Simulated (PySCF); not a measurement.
# C₃H₆BFO: NMR shifts at several levels of theory, part 2 of 2

PySCF 2.14.0. Atoms count from 0. The steps go on from the part before.

### 8 Shielding tensors: wB97X-D/pcSseg-2

The job: settings as JSON, then the geometry in Å.

```
{"job": {"kind": "nmr", "xc": "wB97X-D", "basis": "pcSseg-2", "pop": false}, "charge": 0, "multiplicity": 1}
C      2.544875     0.489932     0.602281
C      1.496619     0.099244    -0.115738
F      1.607290    -0.270723    -1.382303
O      0.250305     0.031543     0.364740
B     -0.905273    -0.208709    -0.334713
C     -2.243557    -0.261492     0.462534
H      3.534366     0.514604     0.149758
H      2.402236     0.784221     1.640163
H     -0.847386    -0.364077    -1.530871
H     -2.739895    -1.232276     0.290978
H     -2.942404     0.495410     0.066238
H     -2.121259    -0.106411     1.543641
```

With the program's defaults for keys left out, this is: GIAO wB97X-D/pcSseg-2 NMR shielding, non-relativistic, gas phase.

Standard output:

```text
coarse grid: 10240 points
cycle   1  E = -317.7848050711  dE =  8.829e-01  |g| = 7.828e-01  |ddm| = 2.229e+00
cycle   2  E = -317.7882973886  dE = -3.492e-03  |g| = 8.295e-01  |ddm| = 7.012e-01
cycle   3  E = -317.8961496508  dE = -1.079e-01  |g| = 5.079e-02  |ddm| = 3.573e-01
cycle   4  E = -317.8966391564  dE = -4.895e-04  |g| = 2.926e-02  |ddm| = 4.464e-02
cycle   5  E = -317.8968101648  dE = -1.710e-04  |g| = 9.665e-03  |ddm| = 2.040e-02
cycle   6  E = -317.8968288556  dE = -1.869e-05  |g| = 2.515e-03  |ddm| = 6.931e-03
cycle   7  E = -317.8968305192  dE = -1.664e-06  |g| = 7.030e-04  |ddm| = 2.174e-03
final grid: 99880 points
cycle   8  E = -317.8945303414  dE = -1.989e-04  |g| = 9.545e-03  |ddm| = 5.194e-02
cycle   9  E = -317.8945295358  dE =  8.056e-07  |g| = 1.046e-02  |ddm| = 9.470e-03
cycle  10  E = -317.8945457757  dE = -1.624e-05  |g| = 8.614e-04  |ddm| = 4.137e-03
cycle  11  E = -317.8945458889  dE = -1.132e-07  |g| = 4.139e-04  |ddm| = 7.092e-04
cycle  12  E = -317.8945459279  dE = -3.901e-08  |g| = 9.234e-05  |ddm| = 2.860e-04
cycle  13  E = -317.8945459297  dE = -1.794e-09  |g| = 3.561e-05  |ddm| = 6.731e-05
cycle  14  E = -317.8945459301  dE = -4.350e-10  |g| = 7.454e-06  |ddm| = 4.198e-05
converged SCF energy = -317.8945459301

GIAO shielding tensors (ppm)
atom      isotropic    diamagn.    paramagn.     s11        s22        s33       span
  0 C      110.448     254.000    -143.553     39.076    130.462    161.805    122.729
  1 C       11.454     250.470    -239.016    -99.667     56.516     77.512    177.179
  2 F      268.442     469.432    -200.991    194.834    296.412    314.079    119.245
  3 O       91.296     394.184    -302.888    -32.128     62.774    243.242    275.370
  4 B       50.887     196.385    -145.498    -11.226     60.667    103.220    114.446
  5 C      177.130     244.755     -67.625    155.866    182.435    193.090     37.224
  6 H       27.417      29.016      -1.599     25.221     26.363     30.669      5.448
  7 H       27.333      30.938      -3.605     25.018     26.625     30.356      5.338
  8 H       25.814      31.062      -5.248     23.898     24.508     29.036      5.138
  9 H       30.716      28.571       2.145     27.590     28.226     36.334      8.744
 10 H       30.708      28.716       1.992     27.556     28.266     36.302      8.746
 11 H       30.754      30.326       0.428     26.932     29.432     35.896      8.964
```

Run time: 46 s. Hardware: 1 thread of Arm Neoverse V2, shared host; peak memory 1.3 GiB.

Key values: δ C1 173.0, C0 74.0, C5 7.3, F2 -82.0, H8 5.54, H7 4.02 ppm.

### 9 NMR shieldings: LC-wPBE/pcSseg-2

Settings changed since step 8:

```diff
@@ -1,2 +1,2 @@
-{"job": {"kind": "nmr", "xc": "wB97X-D", "basis": "pcSseg-2", "pop": false}, "charge": 0, "multiplicity": 1}
+{"job": {"kind": "nmr", "xc": "LC-wPBE", "basis": "pcSseg-2", "pop": false}, "charge": 0, "multiplicity": 1}
 C      2.544875     0.489932     0.602281
```

Level: GIAO LC-wPBE/pcSseg-2 NMR shielding, non-relativistic, gas phase.

Standard output:

```text
coarse grid: 10240 points
cycle   1  E = -317.6843569654  dE =  9.708e-01  |g| = 7.844e-01  |ddm| = 2.209e+00
cycle   2  E = -317.7079110857  dE = -2.355e-02  |g| = 7.774e-01  |ddm| = 6.740e-01
cycle   3  E = -317.7988517118  dE = -9.094e-02  |g| = 5.236e-02  |ddm| = 3.279e-01
cycle   4  E = -317.7995070998  dE = -6.554e-04  |g| = 2.689e-02  |ddm| = 5.230e-02
cycle   5  E = -317.7996716925  dE = -1.646e-04  |g| = 1.021e-02  |ddm| = 2.271e-02
cycle   6  E = -317.7996949469  dE = -2.325e-05  |g| = 2.086e-03  |ddm| = 7.732e-03
cycle   7  E = -317.7996969041  dE = -1.957e-06  |g| = 1.182e-03  |ddm| = 2.905e-03
final grid: 99880 points
cycle   8  E = -317.7967248629  dE = -1.382e-04  |g| = 8.538e-03  |ddm| = 4.298e-02
cycle   9  E = -317.7967252946  dE = -4.317e-07  |g| = 9.176e-03  |ddm| = 6.653e-03
cycle  10  E = -317.7967363591  dE = -1.106e-05  |g| = 5.884e-04  |ddm| = 3.156e-03
cycle  11  E = -317.7967364242  dE = -6.509e-08  |g| = 3.062e-04  |ddm| = 6.012e-04
cycle  12  E = -317.7967364432  dE = -1.900e-08  |g| = 8.114e-05  |ddm| = 1.927e-04
cycle  13  E = -317.7967364445  dE = -1.295e-09  |g| = 2.798e-05  |ddm| = 5.848e-05
cycle  14  E = -317.7967364447  dE = -2.323e-10  |g| = 5.581e-06  |ddm| = 4.198e-05
converged SCF energy = -317.7967364447

GIAO shielding tensors (ppm)
atom      isotropic    diamagn.    paramagn.     s11        s22        s33       span
  0 C      109.922     253.778    -143.855     33.188    131.600    164.979    131.792
  1 C       11.257     249.622    -238.365   -104.239     57.931     80.080    184.319
  2 F      275.431     469.308    -193.877    204.997    301.662    319.633    114.636
  3 O       97.751     392.925    -295.174    -28.068     70.535    250.787    278.854
  4 B       46.402     195.774    -149.373    -21.391     55.413    105.183    126.574
  5 C      179.999     242.760     -62.761    158.141    185.745    196.111     37.970
  6 H       27.242      29.252      -2.010     25.048     26.096     30.582      5.534
  7 H       27.164      31.011      -3.847     24.855     26.361     30.275      5.420
  8 H       25.685      31.102      -5.417     23.743     24.289     29.023      5.280
  9 H       30.634      28.637       1.997     27.373     28.093     36.436      9.063
 10 H       30.627      28.759       1.868     27.340     28.134     36.407      9.067
 11 H       30.653      30.082       0.572     26.701     29.301     35.958      9.256
```

It took 60 s on 1 thread of Arm Neoverse V2, shared host; peak memory 1.2 GiB.

Key values: δ C1 177.0, C0 78.4, C5 8.3, F2 -71.8, H8 5.63, H7 4.15 ppm.

### 10 Shielding tensors: PBE0/6-31G

Settings changed since step 9:

```diff
@@ -1,2 +1,2 @@
-{"job": {"kind": "nmr", "xc": "LC-wPBE", "basis": "pcSseg-2", "pop": false}, "charge": 0, "multiplicity": 1}
+{"job": {"kind": "nmr", "xc": "PBE0", "basis": "6-31G", "pop": true}, "charge": 0, "multiplicity": 1}
 C      2.544875     0.489932     0.602281
```

Method: GIAO PBE0/6-31G NMR shielding, non-relativistic, gas phase.

Standard output:

```text
coarse grid: 10240 points
cycle   1  E = -317.3359713608  dE =  8.477e-01  |g| = 7.279e-01  |ddm| = 3.234e+00
cycle   2  E = -317.2409856039  dE =  9.499e-02  |g| = 9.988e-01  |ddm| = 1.341e+00
cycle   3  E = -317.4510322876  dE = -2.100e-01  |g| = 8.316e-02  |ddm| = 7.685e-01
cycle   4  E = -317.4525327945  dE = -1.501e-03  |g| = 3.610e-02  |ddm| = 1.086e-01
cycle   5  E = -317.4528010378  dE = -2.682e-04  |g| = 9.922e-03  |ddm| = 3.329e-02
cycle   6  E = -317.4528225745  dE = -2.154e-05  |g| = 2.276e-03  |ddm| = 9.776e-03
cycle   7  E = -317.4528237880  dE = -1.214e-06  |g| = 8.336e-04  |ddm| = 2.802e-03
final grid: 99880 points
cycle   8  E = -317.4170170405  dE = -9.122e-06  |g| = 7.896e-03  |ddm| = 1.568e-02
cycle   9  E = -317.4170052344  dE =  1.181e-05  |g| = 1.118e-02  |ddm| = 1.434e-02
cycle  10  E = -317.4170306397  dE = -2.541e-05  |g| = 1.298e-03  |ddm| = 8.680e-03
cycle  11  E = -317.4170310603  dE = -4.205e-07  |g| = 2.092e-04  |ddm| = 1.366e-03
cycle  12  E = -317.4170310695  dE = -9.208e-09  |g| = 5.262e-05  |ddm| = 1.894e-04
cycle  13  E = -317.4170310700  dE = -5.109e-10  |g| = 2.070e-05  |ddm| = 5.984e-05
converged SCF energy = -317.4170310700

GIAO shielding tensors (ppm)
atom      isotropic    diamagn.    paramagn.     s11        s22        s33       span
  0 C      125.105     258.791    -133.686     63.028    136.444    175.843    112.816
  1 C       44.660     247.624    -202.963    -52.681     85.020    101.643    154.324
  2 F      273.334     474.556    -201.222    189.155    306.772    324.075    134.919
  3 O       97.364     404.174    -306.809    -35.860     68.534    259.419    295.279
  4 B       69.565     193.212    -123.647      8.972     81.106    118.617    109.645
  5 C      189.941     251.630     -61.689    169.690    196.093    204.040     34.350
  6 H       28.546      28.776      -0.230     26.354     27.116     32.168      5.814
  7 H       28.350      30.685      -2.336     25.868     27.369     31.813      5.945
  8 H       26.146      30.301      -4.155     24.727     25.059     28.653      3.926
  9 H       31.589      29.434       2.155     28.613     28.859     37.296      8.682
 10 H       31.575      29.502       2.073     28.622     28.847     37.256      8.634
 11 H       31.539      30.577       0.961     27.568     30.196     36.852      9.283
```

Run time: 4.8 s. Hardware: 1 thread of Arm Neoverse V2, shared host; peak memory 0.43 GiB.

This run: δ C1 154.9, C0 74.4, C5 9.6, F2 -96.0, H8 6.47, H7 4.26 ppm.

### 11 Nuclear shieldings: PBE0/STO-3G

Settings changed since step 10:

```diff
@@ -1,2 +1,2 @@
-{"job": {"kind": "nmr", "xc": "PBE0", "basis": "6-31G", "pop": true}, "charge": 0, "multiplicity": 1}
+{"job": {"kind": "nmr", "xc": "PBE0", "basis": "STO-3G", "pop": true}, "charge": 0, "multiplicity": 1}
 C      2.544875     0.489932     0.602281
```

Level: GIAO PBE0/STO-3G NMR shielding, non-relativistic, gas phase.

Standard output:

```text
coarse grid: 10240 points
cycle   1  E = -313.2596783616  dE =  8.734e-01  |g| = 6.005e-01  |ddm| = 4.394e+00
cycle   2  E = -313.2403987146  dE =  1.928e-02  |g| = 6.849e-01  |ddm| = 1.516e+00
cycle   3  E = -313.3704870871  dE = -1.301e-01  |g| = 9.872e-02  |ddm| = 8.471e-01
cycle   4  E = -313.3738659338  dE = -3.379e-03  |g| = 2.005e-02  |ddm| = 1.717e-01
cycle   5  E = -313.3739829354  dE = -1.170e-04  |g| = 7.216e-03  |ddm| = 3.177e-02
cycle   6  E = -313.3739967004  dE = -1.376e-05  |g| = 2.368e-03  |ddm| = 1.123e-02
cycle   7  E = -313.3739985339  dE = -1.834e-06  |g| = 3.646e-04  |ddm| = 3.246e-03
final grid: 99880 points
cycle   8  E = -313.3391286171  dE = -4.182e-06  |g| = 5.644e-03  |ddm| = 1.502e-02
cycle   9  E = -313.3391242252  dE =  4.392e-06  |g| = 6.860e-03  |ddm| = 1.447e-02
cycle  10  E = -313.3391376512  dE = -1.343e-05  |g| = 6.973e-04  |ddm| = 8.364e-03
cycle  11  E = -313.3391378000  dE = -1.488e-07  |g| = 1.024e-04  |ddm| = 9.342e-04
cycle  12  E = -313.3391378026  dE = -2.538e-09  |g| = 3.880e-05  |ddm| = 1.664e-04
cycle  13  E = -313.3391378031  dE = -5.167e-10  |g| = 1.127e-05  |ddm| = 7.501e-05
converged SCF energy = -313.3391378031

GIAO shielding tensors (ppm)
atom      isotropic    diamagn.    paramagn.     s11        s22        s33       span
  0 C      161.151     254.217     -93.066     96.470    167.951    219.033    122.563
  1 C      108.877     258.801    -149.923     58.618    129.780    138.234     79.616
  2 F      324.145     455.391    -131.246    232.359    296.806    443.271    210.912
  3 O      204.559     380.823    -176.264     22.538    177.310    413.828    391.290
  4 B       82.473     200.308    -117.835     38.518     78.682    130.219     91.701
  5 C      224.307     244.918     -20.611    211.144    228.209    233.569     22.425
  6 H       28.591      29.443      -0.852     25.895     27.118     32.760      6.865
  7 H       28.436      31.013      -2.577     25.345     27.024     32.938      7.593
  8 H       27.620      32.901      -5.281     26.420     27.105     29.334      2.914
  9 H       31.723      29.023       2.700     27.790     28.450     38.929     11.139
 10 H       31.717      29.135       2.583     27.804     28.434     38.914     11.109
 11 H       31.453      30.352       1.100     26.376     29.757     38.225     11.849
```

Run time: 2.6 s. Hardware: 1 thread of Arm Neoverse V2, shared host; peak memory 0.4 GiB.

Key values: δ C1 125.8, C0 73.5, C5 10.4, F2 -19.7, H8 4.99, H7 4.17 ppm.

### 12 Side by side: NMR shifts

Shifts (ppm) of some atoms, chosen among heavy atoms and hydrogens apart, means over like atoms, with basis size and wall time:

| run | C1 | C0 | H8 | H9 | F2 | O3 | B4 | functions | time |
| --- | --- | --- | --- | --- | --- | --- | --- | --- | --- |
| PBE0/pcSseg-2 | 171.6 | 72.9 | 5.65 | 0.65 | -86.6 | 249.0 | 50.1 | 300 | 46 s |
| mPW1PW91/pcSseg-2 | 171.8 | 73.3 | 5.61 | 0.64 | -85.9 | 247.0 | 50.0 | 300 | 39 s |
| WP04/pcSseg-2 | 172.9 | 75.9 | 4.99 | 0.62 | -89.9 | 226.4 | 49.7 | 300 | 39 s |
| B97-2/pcSseg-2 | 168.9 | 71.1 | 5.54 | 0.63 | -86.8 | 240.2 | 48.0 | 300 | 55 s |
| BHandHLYP/pcSseg-2 | 172.3 | 73.9 | 5.40 | 0.63 | -80.5 | 228.1 | 51.0 | 300 | 42 s |
| CAM-B3LYP/pcSseg-2 | 175.6 | 74.8 | 5.60 | 0.66 | -84.2 | 245.2 | 52.0 | 300 | 50 s |
| wB97X-D/pcSseg-2 | 173.0 | 74.0 | 5.54 | 0.63 | -82.0 | 235.5 | 49.1 | 300 | 46 s |
| LC-wPBE/pcSseg-2 | 177.0 | 78.4 | 5.63 | 0.68 | -71.8 | 234.9 | 52.6 | 300 | 60 s |
| PBE0/6-31G | 154.9 | 74.4 | 6.47 | 1.04 | -96.0 | 221.1 | 43.6 | 66 | 4.8 s |
| PBE0/STO-3G | 125.8 | 73.5 | 4.99 | 0.97 | -19.7 | 137.1 | 46.3 | 36 | 2.6 s |

### 13 Summary of results

This closing draws on all 2 parts.

| quantity | value |
| --- | --- |
| 13C shifts against TMS (PBE0/pcSseg-2) | 171.6, 72.9, 7.8 ppm |
| 1H shifts against TMS (PBE0/pcSseg-2, means over atoms taken as alike) | 5.65, 3.99, 3.91, 0.65 ppm |
| 19F shifts against CFCl3 (PBE0/pcSseg-2) | -86.6 ppm |
| 17O shifts against H2O (PBE0/pcSseg-2) | 249.0 ppm |
| 11B shifts against BF3·OEt2 (PBE0/pcSseg-2) | 50.1 ppm |
| range of the shift of O3 (minimal bases aside) | 221.1 to 249.0 ppm |
| property runs in this session | 10, of which 0 failed and 1 gave unsound results |

Single values in the summary come from the first sound run of each kind (PBE0/pcSseg-2), which need not be the best level. The most deshielded carbon is C1 (alkene carbon bearing oxygen bonded to F), at 171.6 ppm: an sp2 carbon further deshielded by the attached heteroatom. At PBE0/pcSseg-2: The widest tensor belongs to O3: span 291 ppm, with a paramagnetic part of -315 ppm. Leaving out the minimal-basis runs, which are unusable for shieldings: Across the 9 runs the shift of O3 moves most, between 221.1 (PBE0/6-31G) and 249.0 ppm (PBE0/pcSseg-2). Part of that comes from the computed reference.
